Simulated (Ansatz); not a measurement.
CH4OSn, SMILES O=[CH][SnH3], a ladder of basis sets

Program: the Ansatz DFT code, driven from Python.

Input file `ch4osn.xyz`:
```text
7

O    -0.04030   -1.90100    1.13990
C    -0.43000   -1.22650    0.14080
Sn    0.21190    0.77080   -0.13340
H    -0.99570   -1.67010   -0.60540
H    -0.39880    1.40150   -1.63360
H    -0.30680    1.76470    1.22130
H     2.02100    0.79260   -0.17540
```

The cells in order, each with its output:

In [1]:
```python
import warnings

import ansatz as az
```

In [2]:
```python
XC = 'pbe0'

warnings.simplefilter('ignore', az.DeckWarning)
```

In [3]:
```python
ch4osn = az.Crystal.molecule_from_extxyz('ch4osn.xyz')

setup = ch4osn.calculation().functional(XC)
```

In [4]:
```python
energies = {}
for basis in ['def2-SVP', 'def2-SVPD', 'def2-TZVP', 'def2-TZVPP']:
    data = setup.basis(gaussian=basis).run(threads=1).report
    size = data['n_frozen'] + data['n_occupied'][0] + data['n_virtual'][0]
    energies[basis] = (data['reference_energy_ev'] / 27.211386246, data['free_energy_ev'] / 27.211386246)
    print(f'{basis:14s} {size:4d} orbitals  reference {energies[basis][0]:14.6f} Ha  total {energies[basis][1]:14.6f} Ha')
```
```text
def2-SVP         74 orbitals  reference    -329.736314 Ha  total    -329.736314 Ha
def2-SVPD       107 orbitals  reference    -329.746598 Ha  total    -329.746598 Ha
def2-TZVP       136 orbitals  reference    -329.880682 Ha  total    -329.880682 Ha
def2-TZVPP      168 orbitals  reference    -329.881650 Ha  total    -329.881650 Ha
```

In [5]:
```python
last = energies['def2-TZVPP'][1]
for basis, (_, total) in energies.items():
    print(f'{basis:14s} lies {27.211386 * (total - last):9.4f} eV above def2-TZVPP')
```
```text
def2-SVP       lies    3.9548 eV above def2-TZVPP
def2-SVPD      lies    3.6749 eV above def2-TZVPP
def2-TZVP      lies    0.0264 eV above def2-TZVPP
def2-TZVPP     lies    0.0000 eV above def2-TZVPP
```

Against def2-SVP: def2-SVPD -10.3 mHa, def2-TZVP -144.4 mHa and def2-TZVPP -145.3 mHa. The last step alone is -0.97 mHa (these two sets differ little on atoms other than hydrogen). From the first set to the last the time grows from 2.1 to 3.9 s.

The settings weren't tested for convergence. The geometry is a force-field or estimated start, not a minimum of this method, and the last set is no limit. Much of the fall in a total is atomic energy, which cancels in bond and reaction energies. def2 sets replace the cores of elements past krypton by effective core potentials. It ran for 12 s on 1 thread of Arm Neoverse V1, on a shared host, peak memory 0.36 GiB.

(Lines on the test bed's own set-up are left out of the output.)
